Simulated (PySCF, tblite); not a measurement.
# C₄H₇F₂O radical: geometry, infrared bands and EPR parameters

Aim: predict the infrared bands and EPR parameters of C₄H₇F₂O radical (`CC(C)O[C](F)F`).

Programs: tblite 0.8.0 and PySCF 2.14.0, with density-fitted response routines of our own. Each step states its level of theory. These are calculated values for one molecule in the gas phase, unless marked as measured. Atoms count from 0, in the outputs and in this text.

## (1) The molecule as given

14 atoms, charge 0, multiplicity 2; geometry from: force field or distance geometry start.

Bonds of the start (Å): C0–C1 1.50, C1–C2 1.48, C1–O3 1.40, O3–C4 1.39, C4–F5 1.37, C4–F6 1.35, C0–H7 1.09, C0–H8 1.09, C0–H9 1.12, C1–H10 1.13, C2–H11 1.12, C2–H12 1.12, C2–H13 1.12.

## (2) Relaxing the molecule with GFN2-xTB

The job: settings as JSON, then the geometry in Å.

```
{"job": {"kind": "relax", "xc": "GFN2-xTB", "basis": "xTB"}, "charge": 0, "multiplicity": 2}
C     -0.432300     1.461600    -0.491600
C     -0.216000     0.030100    -0.114000
C     -1.264400    -0.912600    -0.572600
O      1.042200    -0.296600    -0.631100
C      1.849200    -0.586100     0.459700
F      2.918200     0.264400     0.577900
F      2.130300    -1.896700     0.653900
H     -1.430600     1.852000    -0.272000
H     -0.196100     1.542600    -1.556400
H      0.333400     2.063700     0.053700
H     -0.146000    -0.050100     1.014300
H     -1.625200    -1.513100     0.306900
H     -2.125900    -0.386100    -1.061100
H     -0.837400    -1.573600    -1.364800
```

Started as:

```
$ OMP_NUM_THREADS=1 python probes_run.py task.json out
```

This one command runs all jobs of the session in turn.

**Question.** This job is followed by: GFN2-xTB harmonic vibrations, gas phase; UKS B3LYP, pcH-1 on C F H O, non-relativistic, mean-field spin-orbit, GIAO. What will the session give for the following? strongest single infrared mode (GFN2-xTB); zero-point energy (GFN2-xTB); g(iso) (B3LYP); ⟨S²⟩; largest a(iso) (averaged by class); potential on the surface of density 0.002 e/bohr³, 1st and 99th percentile.

The runs gave:

```
                                                                  quantity                  value
                                 strongest single infrared mode (GFN2-xTB)  1058 cm⁻¹, 290 km/mol
                                              zero-point energy (GFN2-xTB)          65.8 kcal/mol
                                                            g(iso) (B3LYP)                2.00323
                                                                      ⟨S²⟩     0.752 (exact 0.75)
                                        largest a(iso) (averaged by class)   13C on C4, 598.6 MHz
potential on the surface of density 0.002 e/bohr³, 1st and 99th percentile     -0.87 V and 1.07 V
```

What this shows: Over 205 steps the energy fell by 0.817 eV; of the close pairs, O3–C4 changed most, 1.387 to 1.290 Å. No mode is imaginary among the 36: a minimum at this level. The strongest single mode, at 1058 cm⁻¹, moves mainly C4. GFN2-xTB is a fitted tight-binding method: band positions and strengths are rough. Its intensities can rank the bands wrongly. C4 carries the largest spin population, 0.81 e. The isotropic g lies 0.9 ppt above the free-electron value.
